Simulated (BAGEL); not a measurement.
# A workflow on SF6 (sulfur hexafluoride)

Wanted: a single-point energy (HF/cc-pVDZ), then a single-point energy (NEVPT2(2,2)/cc-pVDZ) of SF6 (sulfur hexafluoride). 

The calculation is run with BAGEL 1.2.2.

1 further run of the same task is left out (set aside as unsound or not needed).

## 1. The system as given

SF6: 7 atoms, total charge 0, spin state singlet. As SMILES, `FS(F)(F)(F)(F)F`. The S2–F5 distance was set to 2.504 Å, away from the relaxed value. At this shape a bond of the SMILES string is far longer than usual.

Bond lengths: F1–S2 1.565 Å, S2–F3 1.565 Å, S2–F4 1.565 Å, S2–F6 1.565 Å, S2–F7 1.565 Å. Angles: F1–S2–F3 90.0°, F1–S2–F4 90.0°, F1–S2–F6 90.0°, F1–S2–F7 90.0°, F3–S2–F4 180.0°, F3–S2–F6 90.0°, F3–S2–F7 90.0°, F4–S2–F6 90.0°, F4–S2–F7 90.0°, F6–S2–F7 180.0°.

## 2. A single-point energy at HF/cc-pVDZ (density fitting with svp-jkfit) (run 1)

Contents of calc.json:

```json
{ "bagel": [

{
  "title": "molecule",
  "basis": "cc-pvdz.json",
  "df_basis": "svp-jkfit",
  "angstrom": true,
  "geometry": [
    { "atom": "F", "xyz": [      -0.905635,      -2.093451,       1.033814 ] },
    { "atom": "S", "xyz": [      -0.339595,      -0.785061,       0.387674 ] },
    { "atom": "F", "xyz": [       0.825045,      -0.772531,       1.433264 ] },
    { "atom": "F", "xyz": [      -1.504195,      -0.797611,      -0.657966 ] },
    { "atom": "F", "xyz": [       0.565990,       1.308430,      -0.646120 ] },
    { "atom": "F", "xyz": [      -1.218855,       0.073819,       1.356714 ] },
    { "atom": "F", "xyz": [       0.539665,      -1.643961,      -0.581336 ] }
  ]
},

{
  "title": "hf"
},

{
  "title": "print",
  "file": "orbitals.molden",
  "orbitals": true
}

]}
```

The basis set cc-pVDZ is read from a file made from the Basis Set Exchange's data (not shown).

On the command line:

```bash
$ BAGEL_NUM_THREADS=1 BAGEL calc.json > calc.out
```

What it wrote:

```text
* using 1 threads per process

  ===============================================================
  ===============================================================

  *** Geometry ***

  { "atom" : "F", "xyz" : [     -1.711402,     -3.956049,      1.953625 ] },
  { "atom" : "S", "xyz" : [     -0.641742,     -1.483550,      0.732598 ] },
  { "atom" : "F", "xyz" : [      1.559109,     -1.459872,      2.708476 ] },
  { "atom" : "F", "xyz" : [     -2.842517,     -1.507266,     -1.243376 ] },
  { "atom" : "F", "xyz" : [      1.069566,      2.472574,     -1.220990 ] },
  { "atom" : "F", "xyz" : [     -2.303302,      0.139498,      2.563818 ] },
  { "atom" : "F", "xyz" : [      1.019819,     -3.106636,     -1.098566 ] },

  Number of auxiliary basis functions:      590

  Since a DF basis is specified, we compute 2- and 3-index integrals:
    o Being stored without compression. Storage requirement is 0.049 GB

  Number of basis functions:      102
  Number of electrons      :       70

    * METHOD: MOLECULE                             0.28

  *** RHF ***

  === Nuclear Repulsion ===
   524.7463937987

      * DIIS with orbital gradients will be used.

  === RHF iteration (cc-pvdz.json) ===
      0       -993.07731440          0.02547154           0.16
      1       -992.92408536          0.02717504           0.17
      2       -993.77910815          0.00468834           0.15
      3       -993.81895736          0.00103666           0.18
      4       -993.82143233          0.00028578           0.19
      5       -993.82165339          0.00009576           0.19
      6       -993.82167436          0.00002933           0.18
      7       -993.82167681          0.00001110           0.16
      8       -993.82167718          0.00000497           0.14
      9       -993.82167725          0.00000213           0.18
     10       -993.82167726          0.00000099           0.16
     11       -993.82167726          0.00000048           0.16
     12       -993.82167726          0.00000018           0.16
     13       -993.82167726          0.00000005           0.17
     14       -993.82167726          0.00000002           0.17
     15       -993.82167726          0.00000001           0.18
     16       -993.82167726          0.00000000           0.15
    * SCF iteration converged.

    * Permanent dipole moment:
           (    0.511107,     1.181562,    -0.583473) a.u.

    * METHOD: HF                                   3.09

    * METHOD: PRINT                                0.02

  ===============================================================
```

Run time: 3.9 s. Hardware: 1 thread of Intel Xeon 6975P-C (Granite Rapids), shared host; peak memory 0.18 GiB.

## 3. The energy at NEVPT2(2,2)/cc-pVDZ (density fitting with svp-jkfit) (run 2)

Contents of nevpt2.json:

```json
{ "bagel" : [

{
  "title" : "molecule",
  "basis" : "cc-pvdz.json",
  "df_basis" : "svp-jkfit",
  "angstrom" : true,
  "geometry" : [
    { "atom" : "F", "xyz" : [      -0.905635,      -2.093451,       1.033814 ] },
    { "atom" : "S", "xyz" : [      -0.339595,      -0.785061,       0.387674 ] },
    { "atom" : "F", "xyz" : [       0.825045,      -0.772531,       1.433264 ] },
    { "atom" : "F", "xyz" : [      -1.504195,      -0.797611,      -0.657966 ] },
    { "atom" : "F", "xyz" : [       0.565990,       1.308430,      -0.646120 ] },
    { "atom" : "F", "xyz" : [      -1.218855,       0.073819,       1.356714 ] },
    { "atom" : "F", "xyz" : [       0.539665,      -1.643961,      -0.581336 ] }
  ]
},

{
  "title" : "hf"
},

{
  "title" : "casscf",
  "nstate" : 1,
  "nact" : 2,
  "nclosed" : 34,
  "active" : [35, 36],
  "maxiter" : 200,
  "natocc" : true
},

{
  "title" : "nevpt2",
  "nstate" : 1,
  "nact" : 2,
  "nclosed" : 34,
  "active" : [35, 36],
  "maxiter" : 200,
  "natocc" : true,
  "ncore" : 11
},

{
  "title" : "print",
  "file" : "orbitals.molden",
  "orbitals" : true
}

]}
```

The basis set cc-pVDZ is read from a file made from the Basis Set Exchange's data (not shown).

On the command line:

```bash
$ BAGEL_NUM_THREADS=1 BAGEL nevpt2.json > nevpt2.out
```

What it wrote:

```text
* using 1 threads per process

  ===============================================================
  ===============================================================

  *** Geometry ***

  { "atom" : "F", "xyz" : [     -1.711402,     -3.956049,      1.953625 ] },
  { "atom" : "S", "xyz" : [     -0.641742,     -1.483550,      0.732598 ] },
  { "atom" : "F", "xyz" : [      1.559109,     -1.459872,      2.708476 ] },
  { "atom" : "F", "xyz" : [     -2.842517,     -1.507266,     -1.243376 ] },
  { "atom" : "F", "xyz" : [      1.069566,      2.472574,     -1.220990 ] },
  { "atom" : "F", "xyz" : [     -2.303302,      0.139498,      2.563818 ] },
  { "atom" : "F", "xyz" : [      1.019819,     -3.106636,     -1.098566 ] },

  Number of auxiliary basis functions:      590

[... 21 lines left out ...]
    * SCF iteration converged.
[... 1 line left out ...]
    * Permanent dipole moment:
[... 27 lines left out ...]
    * Second-order optimization converged. *

     guess   0:   closed 1.                   open ..

  === FCI iteration ===

      0  0      -993.79525466     1.25e-01      0.00
      1  0      -993.89918393     4.68e-02      0.00
      2  0 *    -993.92096325     1.59e-15      0.00

     * ci vector, state   0, <S^2> = 0.0000
       2.     0.8874224222
       .2    -0.4609570963

    * METHOD: CASSCF                              13.20

    * freezing 11 orbitals

  === DF-NEVPT2 calculation ===

    * 3-index integral transformation done
    * assembly done

      NEVPT2 correlation energy:   -1.2419131471      0.39

          (+0)     -1.0943543827
          (+0)'    -0.0242633768
          (+1)     -0.0538312791
          (+1)'    -0.0000000000
          (+2)     -0.0009696703
          (-1)     -0.0675312560
          (-1)'     0.0000000000
          (-2)     -0.0009631823

      NEVPT2 total energy:       -995.1628764017

    * METHOD: NEVPT2                               0.68

    * METHOD: PRINT                                0.01

  ===============================================================
```

Run time: 18 s. Hardware: 1 thread of Intel Xeon 6975P-C (Granite Rapids), shared host; peak memory 0.2 GiB.

## 4. Outcome

| quantity | value |
| --- | --- |
| run 1, HF/cc-pVDZ: total energy | -993.82168 Eh |
| run 1, HF/cc-pVDZ: dipole moment | 3.59 D |
| run 1, HF/cc-pVDZ: HOMO energy | -13.35 eV |
| run 1, HF/cc-pVDZ: LUMO energy | -2.58 eV |
| run 1, HF/cc-pVDZ: HOMO–LUMO gap | 10.77 eV |
| run 2, NEVPT2(2,2)/cc-pVDZ: total energy | -995.16288 Eh |
